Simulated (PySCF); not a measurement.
# FGaH2: the cost of one run

Computed with PySCF 2.14.0, with density-fitted response routines of our own, on a single molecule in the gas phase. Atoms count from 0, in the outputs and in this text.

**1. The molecule as given**

4 atoms, charge 0, multiplicity 1; geometry from: GFN2-xTB. The atoms were then displaced at random by about 0.01 Å, so the start is not that level's minimum.

Bonds of the start (Å): F0–Ga1 1.73, Ga1–H2 1.53, Ga1–H3 1.54.

**2. Geometry optimisation at PBE0-D3(BJ)/def2-SVP**

What the job is given:

```
{"job": {"xc": "PBE0", "basis": "def2-SVP", "d3": "d3bj", "grid": 1, "shake": 0.01, "kind": "geom"}, "charge": 0, "multiplicity": 1}
F     -1.102310    -1.206270     0.001190
Ga     0.065860     0.069170    -0.007810
H      1.517850    -0.406040    -0.009510
H     -0.443400     1.517770    -0.016880
```

The run is started by

```
> OMP_NUM_THREADS=1 python probes_run.py task.json out
```

The driver reads the jobs from task.json and runs them one after another.

Q: Estimate the wall time and peak memory of this first job on 1 thread of Arm Neoverse V2, shared host.

About 4.2 s, with a peak of 0.28 GiB.
